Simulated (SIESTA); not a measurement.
Fe3Ge2: single point with PBEsol

The system is Fe3Ge2.

```
Ge Fe
1.0
     4.01018    0.00000    0.00000
    -2.00509    3.47292    0.00000
     0.00000    0.00000    4.88318
Ge Fe
2 3
Direct
  0.33333 0.66667 0.16657
  0.66667 0.33333 0.83343
  0.00000 0.00000 0.50000
  0.33333 0.66667 0.66560
  0.66667 0.33333 0.33440
```

The cell comes from a database or a generator and needn't be the stable form of this composition.

* Program: SIESTA 5.4.2
* Task: single point
* Functional: PBEsol
* Potentials or basis: PseudoDojo 0.4 standard (PBEsol files)
* Basis: DZP (energy shift 0.003 Ry; two zetas on semicore shells)
* Grid cutoff: 800 Ry
* Energy shift: 0.003 Ry
* k mesh: 8 × 8 × 6
* Occupations: fermi-dirac, width 0.05 eV
* Spin: collinear spin, ferromagnetic start
* Starting moments: [0.0, 0.0, 3.0, 3.0, 3.0] μB

The pressure is -4.7 GPa, the largest force is 0.180 eV/Å and the band gap on the k mesh is none (metal or under the smearing width). The net moment is 5.34 μB per cell and the site moments are Ge -0.18; Fe +2.70, +1.50 μB.

Forces on the atoms (eV/Å):
```
Ge   0.000  0.000  0.180
Ge   0.000  0.000 -0.180
Fe   0.000  0.000  0.000
Fe   0.000  0.000 -0.069
Fe   0.000  0.000  0.069
```

Stress tensor (GPa, compression positive):
```
-5.08 -0.01  0.00
-0.01 -5.09  0.00
 0.00  0.00 -4.08
```

Levels at points of the mesh, in eV from the Fermi level:
Spin up:
```tsv
k point	band 37	band 38	band 39	band 40	band 41	band 42	band 43	band 44	band 45	band 46
(0.00, 0.00, 0.00)	-1.22	-1.22	-0.93	-0.66	1.79	2.13	2.13	4.02	4.02	5.47
(0.50, 0.00, 0.00)	-1.33	-1.22	-1.06	-0.82	-0.60	-0.39	1.34	1.42	4.69	4.75
(0.00, 0.50, 0.00)	-1.33	-1.22	-1.06	-0.82	-0.60	-0.39	1.34	1.42	4.69	4.75
(0.50, 0.50, 0.00)	-1.33	-1.22	-1.06	-0.82	-0.60	-0.39	1.34	1.42	4.69	4.75
(0.00, 0.00, 0.50)	-1.35	-0.97	-0.97	0.61	2.23	2.23	3.86	4.17	4.17	5.41
(0.50, 0.00, 0.50)	-1.29	-1.18	-0.79	-0.61	-0.32	0.17	1.80	1.81	4.76	7.04
(0.00, 0.50, 0.50)	-1.29	-1.18	-0.79	-0.61	-0.32	0.17	1.80	1.81	4.76	7.04
(0.50, 0.50, 0.50)	-1.29	-1.18	-0.79	-0.61	-0.32	0.17	1.80	1.81	4.76	7.04
```
Spin down:
| k point | band 33 | band 34 | band 35 | band 36 | band 37 | band 38 |
| --- | --- | --- | --- | --- | --- | --- |
| (0.00, 0.00, 0.00) | -0.72 | -0.45 | -0.03 | 0.30 | 0.30 | 1.09 |
| (0.50, 0.00, 0.00) | -1.11 | -0.62 | -0.47 | -0.09 | 0.04 | 0.75 |
| (0.00, 0.50, 0.00) | -1.11 | -0.62 | -0.47 | -0.09 | 0.04 | 0.75 |
| (0.50, 0.50, 0.00) | -1.11 | -0.62 | -0.47 | -0.09 | 0.04 | 0.75 |
| (0.00, 0.00, 0.50) | -0.15 | 0.12 | 0.12 | 0.36 | 0.36 | 1.13 |
| (0.50, 0.00, 0.50) | -1.12 | -0.66 | -0.27 | 0.68 | 0.72 | 0.79 |
| (0.00, 0.50, 0.50) | -1.12 | -0.66 | -0.27 | 0.68 | 0.72 | 0.79 |
| (0.50, 0.50, 0.50) | -1.12 | -0.66 | -0.27 | 0.68 | 0.72 | 0.79 |

It took 8.3 min on 1 thread of Intel(R) Xeon(R) Platinum 8488C (Sapphire Rapids) (shared host), peak memory 0.56 GiB.

Caveat: short orbitals over semicore shells can move pressures by several GPa; the basis of atomic orbitals isn't converged, which shifts pressures, moduli and gaps.
